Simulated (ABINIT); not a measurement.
TaTe:

```
CELL_PARAMETERS angstrom
3.42009 0.00000 0.00000
0.00000 3.42009 0.00000
0.00000 0.00000 3.42009
ATOMIC_POSITIONS crystal
Ta 0.50000 0.50000 0.50000
Te 0.00000 0.00000 0.00000
```

The cell was built by a generator and needn't be a form met in nature.

- Program: ABINIT 10.8.3 (patched build)
- Task: single point
- Functional: PBE
- Potentials or basis: JTH PAW PBE v2.0
- Cutoff: 517 eV
- k mesh: 8 × 8 × 8
- Occupations: fermi-dirac, width 0.05 eV
- Spin: no spin polarisation

On this cell: pressure 1.3 GPa; largest force zero by symmetry; band gap on the k mesh none (metal or under the smearing width).

The same run follows on a disturbed copy (atoms moved at random, drawn with an rms of 0.05 Å):

```xyz
2
Lattice="3.4201 0.0000 0.0000 0.0000 3.4201 0.0000 0.0000 0.0000 3.4201" Properties=species:S:1:pos:R:3 pbc="T T T"
Ta    1.7068    1.7173    1.7347
Te    0.0600   -0.0057   -0.0065
```

What changes?

The energy (extrapolated to zero smearing) moves by +5.2 meV/atom; pressure 1.5 GPa; largest force 0.299 eV/Å; band gap on the k mesh none (metal or under the smearing width).

Forces on the atoms (eV/Å):
```
Ta   0.267 -0.052 -0.124
Te  -0.267  0.052  0.124
```

Stress tensor (GPa, compression positive):
```
 1.44 -0.14 -0.33
-0.14  1.58  0.07
-0.33  0.07  1.59
```
